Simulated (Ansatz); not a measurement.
**HfSiO4: band gap under strain**

Aim: follow the gap of HfSiO4 built on the database structure prototype through these states: +3.0 % equal strain in all directions. The table at the end shows which levels were run.

Code: Ansatz 0.2.0. PAW datasets, plane waves. Spin-unpolarised throughout; all numbers are computed.

## (1) The system as given

The unstrained cell was relaxed with r2SCAN; in each strained cell the atoms were relaxed again with r2SCAN. Names of k-points are those of the unstrained zone, where strain can split equivalent points. First state: +3.0 % equal strain in all directions.

It is tetragonal, I4_1/amd (No. 141); a = 6.779 Å, c = 6.151 Å in the conventional setting, 11.78 Å³ an atom. Hf has 8 O at 2.20–2.32 Å; Si has 4 O at 1.66 Å; O has 1 Si at 1.66 Å and 2 Hf at 2.20–2.32 Å.

Structure file:

```cif
data_structure
_symmetry_space_group_name_H-M 'I4_1/amd:1'
_symmetry_Int_Tables_number 141
_cell_length_a 6.7791
_cell_length_b 6.7791
_cell_length_c 6.1507
_cell_angle_alpha 90.000
_cell_angle_beta 90.000
_cell_angle_gamma 90.000
_cell_volume 282.66
loop_
_atom_site_label
_atom_site_type_symbol
_atom_site_symmetry_multiplicity
_atom_site_Wyckoff_symbol
_atom_site_fract_x
_atom_site_fract_y
_atom_site_fract_z
_atom_site_occupancy
Hf1 Hf 4 a 0.00000 0.00000 0.00000 1
Si1 Si 4 b 0.50000 0.00000 0.25000 1
O1 O 16 h 0.50000 0.31869 0.81918 1
```

From earlier runs on the unstrained cell: PBE 5.43 eV, r2SCAN 6.00 eV, HSE06 7.24 eV; a = 6.582 Å, c = 5.972 Å.

## (2) +3.0 % equal strain in all directions: PBE

The input, input.yaml:

```yaml
crystal:
  lattice:
    - [-3.3895478473, 3.3895478473, 3.0753420139]
    - [3.3895478473, -3.3895478473, 3.0753420139]
    - [3.3895478473, 3.3895478473, -3.0753420139]
  atoms:
    - { symbol: Hf, position: [0.0, 0.0, 0.0] }
    - { symbol: Hf, position: [0.75, 0.25, 0.5] }
    - { symbol: Si, position: [0.25, 0.75, 0.5] }
    - { symbol: Si, position: [0.5, 0.5, 0.0] }
    - { symbol: O, position: [0.1378694418, 0.3191750468, 0.8186943949] }
    - { symbol: O, position: [0.0691750468, 0.7504806519, 0.6813056051] }
    - { symbol: O, position: [0.0691750468, 0.3878694418, 0.3186943949] }
    - { symbol: O, position: [0.5004806519, 0.3191750468, 0.1813056051] }
    - { symbol: O, position: [0.6808249532, 0.4995193481, 0.8186943949] }
    - { symbol: O, position: [0.6121305582, 0.9308249532, 0.6813056051] }
    - { symbol: O, position: [0.2495193481, 0.9308249532, 0.3186943949] }
    - { symbol: O, position: [0.6808249532, 0.8621305582, 0.1813056051] }
kpoints:
  mp_grid: { grid: [6, 6, 6] }
  band_path:
    path:
      - [0.0, 0.0, 0.0]
      - [0.0, 0.0, 0.5]
      - [-0.5, 0.5, 0.5]
      - [0.4557990254, 0.4557990254, -0.4557990254]
      - [-0.4557990254, 0.5442009746, 0.4557990254]
      - [0.25, 0.25, 0.25]
      - [0.0, 0.5, 0.0]
      - [0.1666666667, 0.1666666667, 0.1666666667]
      - [0.072917, 0.072917, -0.072917]
      - [0.1875, 0.3125, 0.25]
    npoints: 1
hamiltonian:
  xc: pbe
scf:
  occupations: { method: fermi_dirac, width: 0.02 }
  n_extra_bands: 7
output:
  forces: true
  stress: true
  eigenvalues: true
  write_density: true
  write_potential: true
  elf: true
  volumetric_format: npy
```

The program printed:

```text
scf.n_extra_bands = 7 over 54 filled bands (N_el = 108.0): the run solves 61 bands
Engine: ansatz 0.2.0, x86_64-unknown-linux-gnu
Pseudopotentials: kind: paw
Pseudopotential: Hf, paw, valence charge 26, recommended cutoff 420 eV (normal), Hf.paw.azcp
Pseudopotential: Si, paw, valence charge 4, recommended cutoff 420 eV (normal), Si.paw.azcp
Pseudopotential: O, paw, valence charge 6, recommended cutoff 420 eV (normal), O.paw.azcp
Functional definition: PBE
  parameter kappa = 0.804
  parameter beta = 0.06672455060314922
  exchange = pbe_x(kappa = kappa, mu = beta*pi^2/3)
  correlation = pbe_c(beta = beta)
Crystal: 12 atoms, lattice volume = 141.331 Å³
Basis set: ecut = 420 eV, 2823 PW (Γ), exchange–correlation on 80×80×80 points (8 copies of the dense FFT grid, shifted against one another)
Bands: 61, of which v1, the nominal top of the filled ones, is band 54 counted from 1 (53 counted from 0)
Symmetry: 16 space group operations
Space group: I41/amd (ITA 141), of the structure as read, at distance tolerance 5.2e-5 Å
k-points: 30 of 216
Non-local potential: Hf, projectors of the file, l = 0: 3, l = 1: 2, l = 2: 2, l = 3: 3
Non-local potential: Si, projectors of the file, l = 0: 2, l = 1: 2, l = 2: 2
Non-local potential: O, projectors of the file, l = 0: 2, l = 1: 2, l = 2: 1
PAW form: soft (Blöchl's): semilocal exchange-correlation on the pseudo side does not see the compensation charge
PAW one-centre angular grid: Hf, 590 points (default); XC on 64 Gauss nodes
PAW one-centre angular grid: Si, 110 points (default); XC on 64 Gauss nodes
PAW one-centre angular grid: O, 110 points (default); XC on 64 Gauss nodes
Initial density: superposition of atomic densities (neutral atoms: chi_scale 0, normalization atom), corrected by the library's trained network
Initial wavefunctions: pseudopotential atomic-orbital guess
Functional: x = pbe(κ = 0.804, μ = 0.2195149727645171), c = pbe(β = 0.06672455060314922)
SCF iter   1: F=—  HF=-37271.400576 eV  |F-HF|=—  |Δ(HF+E_count)|=         —  Δρ=2.05e-3  dr2=2.90e-3  ethr=1.77e-3  ⟨swp⟩=6.2  Hψ=7436  notcnv=0
preconditioner: auto → Resta (q_TF=auto, 2.609 Å⁻¹)  ε∞=4.9  [insulator: Δε(μ)=4.944 eV  Ē_g=16.225 eV  σ=0.020 eV  W_gap=1.00  n_scr=42 (ndim 8)  ℏωp=31.9 eV  f_vac=0.063  D(μ)=0.00/eV (n_scr^D=0)  ε∞_Penn≈4.9]
SCF iter   2: F=—  HF=-37271.405441 eV  |F-HF|=—  |Δ(HF+E_count)|=   4.87e-3  Δρ=1.09e-3  dr2=6.82e-4  ethr=2.69e-6  ⟨swp⟩=2.9  Hψ=4253  notcnv=0  defer=30
SCF iter   3: F=—  HF=-37271.406715 eV  |F-HF|=—  |Δ(HF+E_count)|=   1.27e-3  Δρ=3.02e-4  dr2=1.11e-4  ethr=6.31e-7  ⟨swp⟩=2.0  Hψ=3137  notcnv=0  defer=30
SCF iter   4: F=—  HF=-37271.406554 eV  |F-HF|=—  |Δ(HF+E_count)|=   1.60e-4  Δρ=8.91e-5  dr2=1.76e-5  ethr=1.02e-7  ⟨swp⟩=2.0  Hψ=3297  notcnv=0  defer=30
SCF iter   5: F=—  HF=-37271.406847 eV  |F-HF|=—  |Δ(HF+E_count)|=   2.92e-4  Δρ=4.83e-5  dr2=4.20e-6  ethr=1.63e-8  ⟨swp⟩=2.2  Hψ=3411  notcnv=0  defer=30
SCF iter   6: F=—  HF=-37271.406843 eV  |F-HF|=—  |Δ(HF+E_count)|=   3.72e-6  Δρ=1.42e-5  dr2=1.86e-7  ethr=3.89e-9  ⟨swp⟩=2.0  Hψ=3413  notcnv=0  defer=30
SCF iter   7: F=-37271.406843 eV  HF=-37271.406843 eV  |F-HF|=8.75e-9  |Δ(HF+E_count)|=   2.50e-7  Δρ=4.14e-6  dr2=1.78e-8  ethr=9.26e-11  ⟨swp⟩=14.3  Hψ=15134  notcnv=0
SCF 1 converged in 7 iterations: F = -37271.406843 eV  dr2 = 1.78e-8
NSCF: frozen V_eff on 10 k-points
SCF converged after 7 iterations
Free energy (F): -37271.406843 eV
Harris-Foulkes:  -37271.406843 eV  (|F-HF|=8.75e-9)
Internal energy: -37271.406843 eV  (E = F + TS)
E sigma→0 (E₀):  -37271.406843 eV
Fermi energy:    11.198118 eV
--- Per-component energies (eV) ---
  E_band       = -366.390072
  E_kinetic    = 2324.233838
  E_local      = -16419.177032  (includes V_loc(G=0)·N_el)
  E_nonlocal   = -2057.396255
  E_hartree    = 7297.831177
  E_xc         = -1298.251305
  E_vxc        = -1376.120162  (∫ρ·V_xc dr)
  E_paw        = -16142.307307  (= ΣΔE_a)
  E_vpaw       = 2566.383658  (= ΣTr[D̂ρ^β])
  E_aug_tail   = 0.019940  (compensation charges beyond the density's cutoff)
  E_ewald      = -10976.359901
  E_smearing   = -0.000000  (= −TS)
  E_closure    = -0.000000  (closes the sum)
  Σ components = -37271.406843   (vs F -37271.406843, Δ=0.00e0)
--- Forces (eV/Å), atoms counted from 1 ---
  atom   1  Hf     0.00000000    -0.00000000     0.00000000
  atom   2  Hf    -0.00000000     0.00000000     0.00000000
  atom   3  Si    -0.00000000     0.00000000     0.00000000
  atom   4  Si     0.00000000     0.00000000     0.00000000
  atom   5  O     -0.00000000    -0.20453658    -0.16887711
  atom   6  O      0.20453658     0.00000000    -0.16887711
  atom   7  O     -0.20453658     0.00000000    -0.16887711
  atom   8  O      0.00000000     0.20453658    -0.16887711
  atom   9  O     -0.20453658    -0.00000000     0.16887711
  atom  10  O      0.00000000     0.20453658     0.16887711
  atom  11  O      0.00000000    -0.20453658     0.16887711
  atom  12  O      0.20453658     0.00000000     0.16887711
  max |Σ_I F_I| component: 1.67e-16 eV/Å
--- Stress (GPa, compression-positive) ---
      -10.069147       0.000000       0.000000
        0.000000     -10.069147      -0.000000
        0.000000       0.000000     -13.882750
  P = ⅓ Tr σ = -11.3403 GPa (-113.403 kbar)
--- Band table (eV; the first three rows and the last of 30) ---
  k-point 0: bands = ["-52.2449", "-52.2399", "-20.9098", "-20.9098", "-20.8527", "-20.8480", "-20.7954", "-20.7954", "-9.9969", "-9.1329", "-8.3753", "-8.3139", "-7.8206", "-7.8206", "-7.8095", "-7.8095", "-2.1665", "-2.1664", "-2.1631", "-2.1631", "-2.1613", "-2.1613", "-2.1563", "-2.1559", "-2.1494", "-2.1494", "-2.1489", "-2.1454", "-2.1396", "-2.1396", "1.3741", "2.8508", "3.2986", "3.8100", "3.8100", "4.4518", "4.5999", "5.1751", "5.6783", "5.7447", "5.7447", "5.9714", "6.4271", "6.4271", "7.2538", "7.2538", "7.9557", "8.0118", "8.0118", "8.0790", "8.1586", "8.1586", "8.2801", "8.7407", "13.9723", "14.2235", "14.2420", "14.4025", "14.4025", "15.2233", "15.3050"]
  k-point 1: bands = ["-52.2446", "-52.2403", "-20.9122", "-20.9026", "-20.8593", "-20.8423", "-20.8035", "-20.7920", "-9.9198", "-9.1536", "-8.3493", "-8.2954", "-7.8809", "-7.8522", "-7.8470", "-7.8370", "-2.1693", "-2.1662", "-2.1648", "-2.1632", "-2.1607", "-2.1601", "-2.1566", "-2.1556", "-2.1550", "-2.1485", "-2.1476", "-2.1445", "-2.1420", "-2.1416", "1.5676", "2.9895", "3.4454", "3.7302", "3.8285", "4.6016", "4.7849", "5.2039", "5.2998", "5.4075", "5.9695", "6.1945", "6.2870", "6.3504", "7.2550", "7.3271", "7.8056", "7.8310", "7.9436", "7.9991", "8.0387", "8.0665", "8.2766", "8.6412", "13.8988", "14.0725", "14.3138", "14.3996", "14.7012", "15.2067", "15.2903"]
  k-point 2: bands = ["-52.2436", "-52.2412", "-20.9116", "-20.8825", "-20.8814", "-20.8254", "-20.8212", "-20.7918", "-9.7129", "-9.2463", "-8.2850", "-8.2516", "-7.9905", "-7.9483", "-7.9092", "-7.9016", "-2.1714", "-2.1684", "-2.1670", "-2.1662", "-2.1597", "-2.1594", "-2.1584", "-2.1563", "-2.1559", "-2.1505", "-2.1502", "-2.1448", "-2.1434", "-2.1423", "2.0797", "3.1346", "3.7324", "3.8438", "3.9631", "4.7208", "4.7477", "4.8100", "5.2014", "5.5074", "5.7703", "6.1292", "6.4517", "6.5384", "6.8477", "7.3508", "7.4969", "7.5616", "7.6208", "7.9519", "7.9665", "7.9883", "8.2259", "8.4070", "13.7708", "13.8126", "14.3979", "14.4784", "15.0072", "15.0129", "15.5810"]
  k-point 29: bands = ["-52.2424", "-52.2424", "-20.9181", "-20.9181", "-20.8509", "-20.8509", "-20.7880", "-20.7880", "-9.5141", "-9.5141", "-8.4273", "-8.4273", "-7.9083", "-7.9083", "-7.7343", "-7.7343", "-2.1667", "-2.1667", "-2.1614", "-2.1614", "-2.1609", "-2.1609", "-2.1566", "-2.1566", "-2.1549", "-2.1549", "-2.1530", "-2.1530", "-2.1361", "-2.1361", "2.1305", "2.1305", "3.7631", "3.7631", "4.2654", "4.2654", "5.2276", "5.2276", "5.7934", "5.7934", "5.9235", "5.9235", "6.8432", "6.8432", "7.2360", "7.2360", "7.4543", "7.4543", "7.5609", "7.5609", "7.7269", "7.7269", "7.8817", "7.8817", "14.3483", "14.3483", "14.7112", "14.7112", "14.8274", "14.8274", "15.4669"]
```

It took 6.1 s on 1 × NVIDIA H100 80GB HBM3 with 2 threads of AMD EPYC 7R13 (Zen 3), shared host; peak host memory 1.3 GiB.

PBE gives an indirect gap of 4.94 eV, from (0.07, 0.07, -0.07) to (0.19, 0.31, 0.25); the least direct gap is 5.23 eV.

Levels at the named points, in eV from the top of band v (v: the last filled band by count, c: the next):

```csv
point,v−1,v,c,c+1
Γ,-0.46,0.00,5.23,5.48
X,-0.51,-0.51,4.97,4.97
M,-0.86,-0.86,5.61,5.61
Z,-0.79,-0.79,5.53,5.67
Z_0,-0.79,-0.79,5.53,5.67
P,-0.44,-0.44,4.96,4.96
```

The maps below are laid out on this run's own conventional cell (a, b, c = 6.779, 6.779, 6.151 Å).

Density in a lattice plane of the grid's cell (edges 6.78 and 6.15 Å, at 0.000 of the third edge), which holds Hf and Si and O.

Ten even steps from '0' (0.04 e/Å³) to '9' (35.44 e/Å³):
```
641000000000000000000014
110000000000000000000001
000000000002320000000000
000000000026862000000000
000111000026862000011100
000111000002320000011100
000010000000000000001000
000000000000000000000000
000000000000000000000000
000000000000000000000000
000000000000000000000000
000000000000000000000000
000000000000000000000000
000000000000000000000000
000000000000000000000000
110000011100000111000001
641000011100000111000014
972000001000000010000027
```
Columns run along the first of these edges and rows up along the second, over one cell in 24 and 18 even steps from the bottom left corner. Atoms in the plane (fractional): Hf at (0.00, 0.00), Hf at (0.50, 0.75), Si at (0.50, 0.25), Si at (0.00, 0.50), O at (0.68, 0.07), O at (0.32, 0.07), O at (0.82, 0.68), O at (0.18, 0.68).

ELF in the same plane.

Values, 10 rows by 12 columns:
```
0.79 0.50 0.07 0.15 0.36 0.17 0.34 0.17 0.36 0.15 0.07 0.51
0.08 0.43 0.79 0.58 0.10 0.78 0.83 0.78 0.10 0.58 0.79 0.43
0.14 0.75 0.40 0.79 0.28 0.76 0.83 0.77 0.28 0.79 0.40 0.75
0.13 0.81 0.77 0.79 0.27 0.13 0.34 0.14 0.27 0.79 0.77 0.81
0.44 0.23 0.52 0.26 0.04 0.08 0.10 0.08 0.04 0.26 0.52 0.24
0.13 0.17 0.10 0.02 0.07 0.17 0.19 0.17 0.07 0.02 0.10 0.17
0.14 0.11 0.04 0.06 0.20 0.11 0.13 0.11 0.20 0.06 0.04 0.11
0.08 0.05 0.12 0.61 0.77 0.64 0.13 0.64 0.77 0.61 0.11 0.05
0.79 0.51 0.33 0.80 0.43 0.78 0.19 0.78 0.43 0.80 0.33 0.51
0.74 0.83 0.18 0.81 0.78 0.73 0.10 0.73 0.78 0.81 0.18 0.83
```
Columns run along the first of these edges and rows up along the second, over one cell in 12 and 10 even steps from the bottom left corner. Atoms in the plane (fractional): Hf at (0.00, 0.00), Hf at (0.50, 0.75), Si at (0.50, 0.25), Si at (0.00, 0.50), O at (0.68, 0.07), O at (0.32, 0.07), O at (0.82, 0.68), O at (0.18, 0.68).

Both are smooth fields of the valence electrons: close to the nuclei they are not physical.

The highest ELF values outside the cores: 0.85 on the O–Si line, 0.7 Å from O; 0.85 in the shell around O, 0.6 Å from O.

## (3) +3.0 % equal strain in all directions: r2SCAN

input.yaml: that of step 2 with these lines changed.

```diff
@@ -34,5 +34,5 @@
 hamiltonian:
-  xc: pbe
+  xc: r2scan
 scf:
-  occupations: { method: fermi_dirac, width: 0.02 }
+  occupations: { method: fixed }
   n_extra_bands: 7
@@ -42,5 +42 @@
   eigenvalues: true
-  write_density: true
-  write_potential: true
-  elf: true
-  volumetric_format: npy
```

The program printed (excerpt; [...] marks lines left out):

```text
scf.n_extra_bands = 7 over 54 filled bands (N_el = 108.0): the run solves 61 bands
[...]
[... 1 set-up line as earlier in the session ...]
Pseudopotential: Hf, paw, valence charge 26, recommended cutoff 500 eV (meta_gga), Hf.paw.azcp
Pseudopotential: Si, paw, valence charge 4, recommended cutoff 500 eV (meta_gga), Si.paw.azcp
Pseudopotential: O, paw, valence charge 6, recommended cutoff 500 eV (meta_gga), O.paw.azcp
Functional definition: r2SCAN
[...]
Crystal: 12 atoms, lattice volume = 141.331 Å³
Basis set: ecut = 500 eV, 3611 PW (Γ), exchange–correlation on 180×180×180 points (64 copies of the dense FFT grid, shifted against one another)
Bands: 61, of which v1, the nominal top of the filled ones, is band 54 counted from 1 (53 counted from 0)
[... 2 set-up lines as earlier in the session ...]
k-points: 30 of 216
[...]
NSCF: frozen V_eff on 10 k-points
SCF converged after 8 iterations
Free energy (F): -37312.827473 eV
[...]
E sigma→0 (E₀):  -37312.827473 eV
Fermi energy:    8.317949 eV
[...]
--- Forces (eV/Å), atoms counted from 1 ---
  atom   1  Hf    -0.00000000     0.00000000     0.00000000
  atom   2  Hf     0.00000000    -0.00000000     0.00000000
  atom   3  Si    -0.00000000    -0.00000000     0.00000000
  atom   4  Si     0.00000000    -0.00000000     0.00000000
  atom   5  O      0.00000000    -0.00011811     0.00011418
  atom   6  O      0.00011811    -0.00000000     0.00011418
  atom   7  O     -0.00011811    -0.00000000     0.00011418
  atom   8  O      0.00000000     0.00011811     0.00011418
[...]
--- Stress (GPa, compression-positive) ---
      -15.878358       0.000000       0.000000
        0.000000     -15.878358       0.000000
        0.000000       0.000000     -20.591425
  P = ⅓ Tr σ = -17.4494 GPa (-174.494 kbar)
--- Band table (eV; the first three rows and the last of 30) ---
[...]
```

It took 9.9 s on 1 × NVIDIA H100 80GB HBM3 with 2 threads of AMD EPYC 7R13 (Zen 3), shared host; peak host memory 1.5 GiB.

Gap with r2SCAN: 5.47 eV, valence top at (0.07, 0.07, -0.07), conduction bottom at (0.19, 0.31, 0.25). Least direct gap: 5.75 eV.

Stress along x, y, z: -15.88, -15.88, -20.59 GPa (compression positive).

## (4) +3.0 % equal strain in all directions: HSE06

input.yaml: that of step 3 with these lines changed.

```diff
@@ -19,3 +19,3 @@
 kpoints:
-  mp_grid: { grid: [6, 6, 6] }
+  mp_grid: { grid: [4, 4, 4] }
   band_path:
@@ -34,3 +34,3 @@
 hamiltonian:
-  xc: r2scan
+  xc: hse06
 scf:
```

The program printed (excerpt; [...] marks lines left out):

```text
Warning: output.stress: scf.convergence.dr2_threshold = 1e-7 eV (the SCF's general default) is looser than the 1.2e-9 eV advised for a printed stress (1e-10 eV for each atom of the cell: 12). What an SCF threshold leaves in a stress goes as its square root, and in the free energy as the [...]
Warning: output.stress: scf.exx.energy_threshold = 1e-6 eV is looser than the 1.2e-7 eV advised for a stress under a hybrid functional (1e-8 eV for each atom of the cell: 12). Every SCF of the exchange loop can meet its threshold on dr2 while the loop round them stops early: no threshold [...]
scf.n_extra_bands = 7 over 54 filled bands (N_el = 108.0): the run solves 61 bands
[...]
[... 4 set-up lines as earlier in the session ...]
Functional definition: HSE06
[...]
NSCF: frozen V_eff on 10 k-points
hybrid SCF converged: 3 outer / 14 inner (+2 warm-up), last move |dexx| = 6.32e-9 eV, tail = 3.80e-9 eV
Stability not checked: this state was not tested for a lower state beside it, because the functional holds exact exchange (a hybrid, or Hartree-Fock), whose exchange loop this test does not read (fock_operator; see scf.lower_state_search)
Free energy (F): -37272.181655 eV
Frozen-core exchange: fock
[...]
E sigma→0 (E₀):  -37272.181655 eV
Fermi energy:    7.526162 eV
[...]
--- Forces (eV/Å), atoms counted from 1 ---
  atom   1  Hf     0.00000000     0.00000000     0.00000000
  atom   2  Hf    -0.00000000     0.00000000     0.00000000
  atom   3  Si     0.00000000     0.00000000     0.00000000
  atom   4  Si    -0.00000000     0.00000000     0.00000000
  atom   5  O      0.00000000     0.10104421     0.02444729
  atom   6  O     -0.10104421     0.00000000     0.02444729
  atom   7  O      0.10104421     0.00000000     0.02444729
  atom   8  O      0.00000000    -0.10104421     0.02444729
[...]
--- Stress (GPa, compression-positive) ---
      -15.719179       0.000000       0.000000
        0.000000     -15.719179       0.000000
        0.000000       0.000000     -21.267603
  P = ⅓ Tr σ = -17.5687 GPa (-175.687 kbar)
--- Band table (eV; the first three rows and the last of 13) ---
[...]
```

Wall time 75 s (1 × NVIDIA H100 80GB HBM3 with 2 threads of AMD EPYC 7R13 (Zen 3), shared host); peak host memory 3.1 GiB.

The HSE06 gap is 6.73 eV and indirect ((0.07, 0.07, -0.07) to (0.19, 0.31, 0.25)), with 7.06 eV as the least direct one.

## (5) Results

Least gap in eV (negative: overlap), with the change from the unstrained cell in brackets:

```
                                state  volume change (%)           PBE        r2SCAN         HSE06
+3.0 % equal strain in all directions               +9.3  4.94 (-0.49)  5.47 (-0.53)  6.73 (-0.51)
```

In words: The HSE06 gap moves by -0.518 eV under +3.0 % equal strain in all directions. PBE and HSE06 differ by 1.82 eV on the unstrained gap, and by at most 0.03 eV on its change: PBE follows the response to strain far better than the gap itself. Spin-orbit coupling is left out of the table, though the cell holds Hf (Z = 72); in an element this heavy it can shift bands and gaps by tenths of an eV.
